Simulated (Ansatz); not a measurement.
Predict the output of the script below (the Python package of Ansatz (0.2.0)).

The script, `field_ch4fnsi.py`:
```python
"""Response of CH4FNSi to a pair of distant point charges."""

import ansatz as az
import numpy as np


def main() -> None:
    molecule = (
        az.Crystal.molecule()
        .atom("F", [-1.8714, 0.6271, -0.2111])
        .atom("Si", [-0.3615, 0.7227, -0.5412])
        .atom("C", [0.6652, -0.0958, 0.7019])
        .atom("N", [0.2201, -0.8787, -0.357])
        .atom("H", [0.0275, 1.0359, -1.9507])
        .atom("H", [1.7543, 0.1387, 0.6669])
        .atom("H", [0.3006, -0.2144, 1.7061])
        .atom("H", [-0.6427, -1.3927, -0.0706])
    )

    setup = (
        molecule.calculation()
        .basis(gaussian="def2-SVP")  # the orbital basis, by name
        .functional("hf")
        .forces()
    )
    # charges +q and -q at -R and +R make a nearly even field 2 k q / R^2 at the centre
    centre = np.mean([site.position_ang for site in molecule.cartesian_sites], axis=0)
    field = 2 * 14.399645 * 3.0 / 30.0 ** 2


    def dipole(axis, sign):
        arm = 30.0 * np.eye(3)[axis]
        pair = [{"charge": sign * 3.0, "position_ang": (centre - arm).tolist()}, {"charge": -sign * 3.0, "position_ang": (centre + arm).tolist()}]
        deck = setup.input().set(az.key.basis.gaussian.point_charges, pair)
        return np.array(az.Session.from_dict(deck).plan().execute().report["charge_distribution"]["dipole_moment_e_ang"])


    print(f"field {field:.4f} V/A")
    alpha = np.array([(dipole(axis, 1) - dipole(axis, -1)) / (2 * field) * 14.399645 for axis in range(3)])
    print("polarisability tensor (A^3)")
    print(np.array2string(alpha, precision=3, suppress_small=True))
    print(f"mean {np.trace(alpha) / 3:.3f} A^3 = {np.trace(alpha) / 3 / 0.14818471:.2f} bohr^3")


if __name__ == "__main__":
    main()
```

```console
$ python field_ch4fnsi.py
field 0.0960 V/A
polarisability tensor (A^3)
[[ 4.976 -0.526  0.5  ]
 [-0.528  5.803 -1.065]
 [ 0.495 -1.074  5.55 ]]
mean 5.443 A^3 = 36.73 bohr^3
```

The geometry is a force-field or estimated start, not a minimum of this method, and the basis set is short of its limit. The field of two point charges is only nearly even. Without diffuse functions polarisabilities are unreliable, as a rule too low, and they change with the bond lengths of this unrelaxed start. Hardware and time: 6.1 s on 1 thread of Arm Neoverse V1, on a shared host, peak memory 0.2 GiB.
